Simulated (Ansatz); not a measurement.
# BH7N2O: the cost of one run

Method: RKS PBE-D4/6-31G*, in Ansatz 0.2.0.

## 1. The structure to begin with

Bond lengths: B1–O2 1.760 Å, O2–H3 1.010 Å, B1–N4 1.550 Å, N4–H5 1.060 Å, N4–H6 1.060 Å, B1–N7 1.550 Å, N7–H8 1.060 Å, N7–H9 1.060 Å. Angles: B1–O2–H3 109.5°, O2–B1–N4 120.0°, O2–B1–N7 120.0°, N4–B1–N7 120.0°, B1–N4–H5 120.0°, B1–N4–H6 120.0°, H5–N4–H6 120.0°, B1–N7–H8 120.0°, B1–N7–H9 120.0°, H8–N7–H9 120.0°.

Structure file:

```xyz
11

B     0.0000    0.0000    0.0000
O     0.0000    0.0000    1.7600
H    -0.9095   -0.2814    2.0971
N     1.3423    0.0000   -0.7750
H     1.8089   -0.9179   -1.0268
H     1.7937    0.9179   -1.0532
N    -1.3423    0.0000   -0.7750
H    -2.0112   -0.8164   -0.6764
H    -1.5914    0.8164   -1.4036
H     0.0668    1.4124    0.4698
H     0.0544    1.1498    1.3187
```

## 2. Pulling towards end A

Springs on the bonds that form and break draw the guess towards this end; the thresholds are loose.

input.yaml reads:

```yaml
crystal:
  periodic: [false, false, false]
  atoms:
    - { symbol: B, position_ang: [0.0, 0.0, 0.0] }
    - { symbol: O, position_ang: [0.0, 0.0, 1.76] }
    - { symbol: H, position_ang: [-0.9095, -0.2814, 2.0971] }
    - { symbol: "N", position_ang: [1.3423, 0.0, -0.775] }
    - { symbol: H, position_ang: [1.8089, -0.9179, -1.0268] }
    - { symbol: H, position_ang: [1.7937, 0.9179, -1.0532] }
    - { symbol: "N", position_ang: [-1.3423, 0.0, -0.775] }
    - { symbol: H, position_ang: [-2.0112, -0.8164, -0.6764] }
    - { symbol: H, position_ang: [-1.5914, 0.8164, -1.4036] }
    - { symbol: H, position_ang: [0.0668, 1.4124, 0.4698] }
    - { symbol: H, position_ang: [0.0544, 1.1498, 1.3187] }
basis:
  gaussian: { orbitals: "6-31G*" }
hamiltonian:
  xc: pbe
  dispersion: d4
relax:
  f_tol: 0.15
  max_steps: 25
  restrain:
    - { distance: [0, 9], at: 2.39, k: 30.0 }
    - { distance: [10, 1], at: 2.21, k: 30.0 }
    - { distance: [0, 1], at: 1.41, k: 30.0 }
    - { distance: [10, 9], at: 0.66, k: 30.0 }
```

Started as:

```console
ansatz run input.yaml --threads 1 --pin off --max-ram 2048MiB --backend cpu --events-out ev --progress --plain --runs-dir out
```

What time and memory should one allow on 1 thread of Intel Xeon 6975P-C (Granite Rapids), shared host?

About 23 s, with a peak of 0.14 GiB.
